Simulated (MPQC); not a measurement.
**GeH2 (SMILES [GeH2]): a first try and a second**

Wanted: energy and forces of GeH2, HF/3-21G.

The calculation is run with MPQC 2.3.1.

3 further runs of the same task are left out: 2 that didn't finish, 1 set aside as unsound or not needed.

**1. The structure to begin with**

GeH2 has 3 atoms, charge 0, and is taken as a singlet. SMILES: `[GeH2]`. The shape is that of a PBE0-D4/def2-TZVP optimisation.

Bond lengths: Ge1–H2 1.595 Å, Ge1–H3 1.594 Å. Angles: H2–Ge1–H3 90.6°.

**2. The input as first written**

File mol.in:

```
molecule<Molecule>: (
  symmetry = c1
  unit = angstrom
  { atoms geometry } = {
    Ge [ -0.570100       0.405100      -0.263700 ]
    H  [ 0.783000       0.743600       0.509000 ]
    H  [ -0.212900      -1.148700      -0.245300 ]
  }
)
basis<GaussianBasisSet>: (
  name = "3-21G"
  molecule = $:molecule
  puream = yes
)
mpqc: (
  checkpoint = no
  savestate = no
  restart = no
  do_energy = yes
  do_gradient = yes
  optimize = no
  mole<UHF>: (
    molecule = $:molecule
    basis = $:basis
    total_charge = 0
    multiplicity = 1
    memory = 1000000000
    print_evals = yes
    maxiter = 1
    guess_wavefunction<UHF>: (
      molecule = $:molecule
      total_charge = 0
      multiplicity = 1
      memory = 1000000000
      value_accuracy = 1e-3
      basis<GaussianBasisSet>: (
        name = "STO-3G"
        molecule = $:molecule
      )
    )
  )
)
```

Launch:

```
mpqc mol.in > mol.out
```

Log:

```text
MPQC: Massively Parallel Quantum Chemistry
                                   Version 2.3.1

  Using IntegralV3 by default for molecular integrals evaluation

      USCF::init: total charge = 0

      alpha = [ 17 ]
      beta  = [ 17 ]

  USCF::init: total charge = 0

  alpha = [ 17 ]
  beta  = [ 17 ]

  Molecular formula H2Ge

  MPQC options:
    matrixkit     = <ReplSCMatrixKit>
    restart       = no
    checkpoint    = no
    savestate     = no
    do_energy     = yes
    do_gradient   = yes
    optimize      = no
    write_pdb     = no
    print_mole    = yes
    print_timings = yes

  SCF::compute: energy accuracy = 1.0000000e-08

  nuclear repulsion energy =   21.4737035835

  Projecting guess wavefunction into the present basis set

      SCF::compute: energy accuracy = 1.0000000e-03

      nuclear repulsion energy =   21.4737035835

      Starting from core Hamiltonian guess

      Using symmetric orthogonalization.
      n(basis):            20
      Maximum orthogonalization residual = 1.7928
      Minimum orthogonalization residual = 0.331309
      Beginning iterations.  Basis is STO-3G.
      iter     1 energy = -2052.4337094419 delta = 6.17145e-01
      iter     2 energy = -2052.7949707399 delta = 7.22363e-02
      iter     3 energy = -2052.8185147289 delta = 2.32357e-02
      iter     4 energy = -2052.8207275549 delta = 8.07751e-03
      iter     5 energy = -2052.8209403157 delta = 2.59335e-03

      <S^2>exact = 0.000000
      <S^2>      = -0.000000

      total scf energy = -2052.8209403157

      Projecting the guess density.

        The number of electrons in the guess density = 17
        Using symmetric orthogonalization.
        n(basis):            26
        Maximum orthogonalization residual = 3.12687
        Minimum orthogonalization residual = 0.0570513
        The number of electrons in the projected density = 16.7667

      Projecting the guess density.

        The number of electrons in the guess density = 17
        The number of electrons in the projected density = 16.7667

  Beginning iterations.  Basis is 3-21G.
  iter     1 energy = -2066.2891463508 delta = 4.65459e-01

  <S^2>exact = 0.000000
  <S^2>      = -0.000000

  total scf energy = -2066.2891463508

  SCF::compute: gradient accuracy = 1.0000000e-06

  Total Gradient:
       1  Ge  -0.0211795784   0.0150296905  -0.0097988856
       2   H   0.0156260832   0.0020375153   0.0087120329
       3   H   0.0055534952  -0.0170672059   0.0010868527
ERROR: SC EXCEPTION RAISED:
terminate called after throwing an instance of 'sc::ToleranceExceeded'
```

Run time: 0.12 s. Hardware: 1 thread of Arm Neoverse V1, shared host.

**3. Diagnosis**

The iterations ended before the threshold was met.

The cause is that the iteration cap is too low for convergence. To mend it: raise the iteration cap from 1.

**4. The mended input**

File job.in:

```
molecule<Molecule>: (
  symmetry = c1
  unit = bohr
  { atoms geometry } = {
    Ge [ -1.07733286 0.76552805 -0.49832078 ]
    H  [ 1.47965556 1.40520035 0.96187060 ]
    H  [ -0.40232269 -2.17072840 -0.46354982 ]
  }
)
basis<GaussianBasisSet>: (
  name = "3-21G"
  molecule = $:molecule
  basisdir = "."
  puream = yes
)
mpqc: (
  checkpoint = no
  savestate = no
  restart = no
  do_energy = yes
  do_gradient = yes
  optimize = no
  mole<CLHF>: (
    molecule = $:molecule
    basis = $:basis
    total_charge = 0
    memory = 1000000000
    print_evals = yes
    maxiter = 120
    value_accuracy = 1e-08
    guess_wavefunction<ExtendedHuckelWfn>: (
      molecule = $:molecule
      total_charge = 0
      multiplicity = 1
      basis<GaussianBasisSet>: (
        name = "STO-3G"
        molecule = $:molecule
      )
    )
  )
)
```

The basis set 3-21G is read from a file made from the Basis Set Exchange's data (not shown).

Launch:

```
mpqc job.in > job.out
```

Log:

```text
MPQC: Massively Parallel Quantum Chemistry
[...]
  CLSCF::init: total charge = 0
[...]
  nbasis = 26
[...]
  iter     1 energy = -1905.5214457528 delta = 4.27135e-01
[...]
  LUMO is    18   A =   0.004789
  total scf energy = -2066.4297801551
[...]
Value of the MolecularEnergy: -2066.4297801551
  Gradient of the MolecularEnergy:
      1   -0.0021509591
      2    0.0015082111
      3   -0.0009972098
      4    0.0002193512
      5   -0.0023981816
      6   -0.0001517914
      7    0.0019316079
      8    0.0008899705
      9    0.0011490012
  Function Parameters:
    value_accuracy    = 2.167217e-09 (1.000000e-08) (computed)
[...]
      symmetry = c1
[...]
```

Wall time 0.18 s (1 thread of Arm Neoverse V1, shared host).

**5. What came out**

Level: HF/3-21G.

| quantity | value |
| --- | --- |
| total energy | -2066.42978 Eh |
| HOMO energy | -8.95 eV |
| LUMO energy | 0.13 eV |
| HOMO–LUMO gap | 9.08 eV |
| largest force on an atom | 0.144 eV/Å |
